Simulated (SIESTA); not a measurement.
Crystal: Nb2AlC.

```
Nb Al C
1.0
     3.12257    0.00000    0.00000
    -1.56128    2.70422    0.00000
     0.00000    0.00000   13.93807
Nb Al C
4 2 2
Direct
  0.33333 0.66667 0.41025
  0.66667 0.33333 0.91025
  0.66667 0.33333 0.58975
  0.33333 0.66667 0.08975
  0.66667 0.33333 0.25000
  0.33333 0.66667 0.75000
  0.00000 0.00000 0.50000
  0.00000 0.00000 0.00000
```

The cell is a database's computed one.

* Program: SIESTA 5.4.2
* Task: single point
* Functional: PBEsol
* Potentials or basis: PseudoDojo 0.4 standard (PBEsol files)
* Basis: DZP (energy shift 0.003 Ry; two zetas on semicore shells)
* Grid cutoff: 800 Ry
* Energy shift: 0.003 Ry
* k mesh: 10 × 10 × 2
* Occupations: fermi-dirac, width 0.05 eV
* Spin: no spin polarisation

On this cell: pressure -4.0 GPa; largest force 0.437 eV/Å; band gap on the k mesh none (metal or under the smearing width).

The same run follows on a disturbed copy (atoms moved at random, drawn with an rms of 0.05 Å):

```
CELL_PARAMETERS angstrom
3.12257 0.00000 0.00000
-1.56128 2.70422 0.00000
0.00000 0.00000 13.93807
ATOMIC_POSITIONS crystal
Nb 0.31145 0.65947 0.41164
Nb 0.65778 0.33591 0.91320
Nb 0.66886 0.32982 0.59024
Nb 0.33621 0.65745 0.08894
Al 0.66182 0.32184 0.24970
Al 0.34661 0.67280 0.75116
C 0.01469 0.01475 0.50050
C 0.99784 0.99857 0.99870
```

Q: What does the disturbed cell give?

A: The energy (extrapolated to zero smearing) moves by +8.8 meV/atom; pressure -2.7 GPa; largest force 1.170 eV/Å; band gap on the k mesh none (metal or under the smearing width).

Forces in eV/Å, atoms in the order of the input:
```
Nb   0.758  0.476  0.048
Nb   0.381 -0.124 -0.538
Nb   0.046  0.424 -0.261
Nb  -0.327  0.195 -0.064
Al  -0.032  0.046  0.066
Al  -0.095 -0.030  0.040
C   -0.716 -0.912  0.152
C   -0.014 -0.074  0.558
```

Stress tensor (GPa, compression positive):
```
-3.05 -0.08 -1.22
-0.08 -2.51  0.24
-1.22  0.24 -2.53
```

Caveats: the basis of atomic orbitals isn't converged, which shifts pressures, moduli and gaps.
